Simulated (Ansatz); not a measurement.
# GeHNO: the cost of one run

Method: the settings change from run to run; program: Ansatz 0.2.0, Gaussian basis.

13 further runs of the same task are left out: 6 that didn't finish, 7 set aside as unsound or not needed.

### 1 What is computed

The geometry is a PBE0/def2-TZVP stationary point (not a proven minimum). No spin-orbit coupling is included. The filled d shell of Ge may be among the frozen orbitals whatever the setting's name suggests; the logs give the count.

4 atoms, charge 0, spin multiplicity 1.

Atoms are counted from 1 here; the program's logs count them from 0.

Bond lengths: N1–Ge2 1.636 Å, Ge2–O3 1.748 Å, O3–H4 0.964 Å. Angles: N1–Ge2–O3 175.4°, Ge2–O3–H4 113.0°.

### 2 CCSDT(Q) on UHF/STO-3G

in.yaml reads:

```yaml
crystal:
  periodic: [false, false, false]
  atoms:
    - {symbol: N, position_ang: [-0.000007, -0.160100, 2.209162]}
    - {symbol: Ge, position_ang: [0.000015, -0.147689, 0.572922]}
    - {symbol: O, position_ang: [-0.000001, -0.274884, -1.170536]}
    - {symbol: H, position_ang: [-0.000007, 0.582674, -1.611548]}
basis:
  gaussian: {orbitals: STO-3G}
magnetization: {spin_polarized: true, initial_magnetization: 0}
correlation: {method: ccsdt_q, electrons: all}
```

Run with:

```
$ ansatz run in.yaml --threads 1 --pin off --events-out ev --progress --plain --max-ram 2393MiB
```

**Question.** How long does this run take on 1 thread of Arm Neoverse V1, shared host, and how much memory does it need?

About 42 s, with a peak of 1.2 GiB.
